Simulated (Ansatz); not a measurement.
# Al2GeH: the cost of one run

The runs use Ansatz 0.2.0, Gaussian basis; UKS PBE0/def2-TZVP.

### 1 The starting structure

4 atoms, charge 0, spin multiplicity 4.

Atoms are counted from 1 here; the program's logs count them from 0.

Bond lengths: Al1–Al2 2.278 Å, Al2–Ge3 2.268 Å, Ge3–H4 1.510 Å. Angles: Al1–Al2–Ge3 162.3°, Al2–Ge3–H4 118.0°.

Coordinates:

```xyz
4
Al2GeH
Al   -3.03510   -0.38950    0.00000
Al   -0.78450   -0.03950    0.00000
Ge    1.45680   -0.38950    0.00000
H     2.36280    0.81850    0.00000
```

The start was built by rule and, where that kept it together, relaxed with GFN2-xTB. Sticks and bond lists go by distance. No spin-orbit coupling is included. 

### 2 The run

Input file in.yaml:

```yaml
crystal:
  periodic: [false, false, false]
  atoms:
    - {symbol: Al, position_ang: [-3.035100, -0.389500, 0.000000]}
    - {symbol: Al, position_ang: [-0.784500, -0.039500, 0.000000]}
    - {symbol: Ge, position_ang: [1.456800, -0.389500, 0.000000]}
    - {symbol: H, position_ang: [2.362800, 0.818500, 0.000000]}
basis:
  gaussian: {orbitals: def2-TZVP}
magnetization: {spin_polarized: true, initial_magnetization: 3}
hamiltonian: {xc: pbe0}
relax: {f_tol: 0.004, max_steps: 80}
```

Run with:

```sh
> ansatz run in.yaml --threads 1 --pin off --events-out ev --progress --plain --max-ram 2176MiB
```

Q: Estimate wall time and peak memory on 1 thread of Arm Neoverse V1, shared host.

About 3 min, with a peak of 0.54 GiB.
